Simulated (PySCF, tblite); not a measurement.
# C₆H₁₅OP: infrared bands and NMR shifts

Aim: predict the infrared bands and NMR shifts of C₆H₁₅OP (`C=P(C)(C)CCOC`).

Programs: tblite 0.8.0 and PySCF 2.14.0, with density-fitted response routines of our own. Each step states its level of theory. These are calculated values for one molecule in the gas phase, unless marked as measured. Atoms are numbered from 0 throughout.

### 1 Starting geometry

23 atoms, charge 0, multiplicity 1; geometry from: GFN2-xTB.

Bonds of the start (Å): C0–P1 1.70, P1–C2 1.82, P1–C3 1.89, P1–C4 1.84, C4–C5 1.52, C5–O6 1.41, O6–C7 1.40, C0–H8 1.09, C0–H9 1.09, C2–H10 1.09, C2–H11 1.09, C2–H12 1.09, C3–H13 1.09, C3–H14 1.09, C3–H15 1.09, C4–H16 1.09, C4–H17 1.09, C5–H18 1.10, C5–H19 1.10, C7–H20 1.10, C7–H21 1.10, C7–H22 1.09.

### 2 Vibrational analysis with GFN2-xTB

The job: settings as JSON, then the geometry in Å.

```
{"job": {"kind": "ir", "xc": "GFN2-xTB", "basis": "xTB"}, "charge": 0, "multiplicity": 1}
C     -0.508930     1.117930     1.630546
P     -1.084825     0.322506     0.240837
C     -1.206726    -1.465080     0.563986
C     -2.674517     0.595039    -0.738239
C      0.110898     0.555035    -1.142226
C      1.531520     0.496383    -0.616734
O      1.751122    -0.801500    -0.116071
C      2.907183    -0.898939     0.674220
H     -0.399998     2.189281     1.459044
H     -1.160206     0.924327     2.481505
H     -0.227240    -1.815216     0.876633
H     -1.533184    -1.997502    -0.327412
H     -1.923827    -1.622146     1.368777
H     -3.516181     0.332964    -0.097450
H     -2.754263     1.651726    -0.992136
H     -2.717847     0.002652    -1.649283
H     -0.051406    -0.230590    -1.883080
H     -0.079450     1.525435    -1.606968
H      1.648641     1.231523     0.191508
H      2.260049     0.725441    -1.413189
H      2.840863    -0.240498     1.548197
H      3.805634    -0.637461     0.101006
H      2.977937    -1.934326     1.002484
```

**Question.** This job is followed by: GIAO PBE0/pcSseg-1 NMR shielding, non-relativistic, gas phase. What will the session give for the following? strongest single infrared mode (GFN2-xTB); zero-point energy (GFN2-xTB); 13C shifts against TMS (PBE0/pcSseg-1, means over atoms taken as alike); 1H shifts against TMS (PBE0/pcSseg-1, means over atoms taken as alike); 31P shifts against H3PO4 (PBE0/pcSseg-1); 17O shifts against H2O (PBE0/pcSseg-1).

The runs gave:

```
                                                               quantity                              value
                              strongest single infrared mode (GFN2-xTB)              1027 cm⁻¹, 221 km/mol
                                           zero-point energy (GFN2-xTB)                     121.3 kcal/mol
13C shifts against TMS (PBE0/pcSseg-1, means over atoms taken as alike)   70.3, 60.8, 33.6, 24.1, -6.9 ppm
 1H shifts against TMS (PBE0/pcSseg-1, means over atoms taken as alike)  3.94, 3.55, 1.60, 1.28, -0.51 ppm
                               31P shifts against H3PO4 (PBE0/pcSseg-1)                          -11.1 ppm
                                 17O shifts against H2O (PBE0/pcSseg-1)                           23.5 ppm
```

No mode is imaginary among the 63: a minimum at this level. The strongest single mode, at 1027 cm⁻¹, is spread over many atoms; the largest shares are those of P1, C0. Unscaled tight-binding wavenumbers are off by several per cent, some by more. Its intensities can rank the bands wrongly. The most deshielded hydrogen is H18, H19 (mean) (hydrogen on an sp3 CH2 bonded to O), at 3.94 ppm: its carbon carries O, which withdraws density. At PBE0/pcSseg-1: The largest span, 204 ppm, is at P1, where the paramagnetic term is -637 ppm.
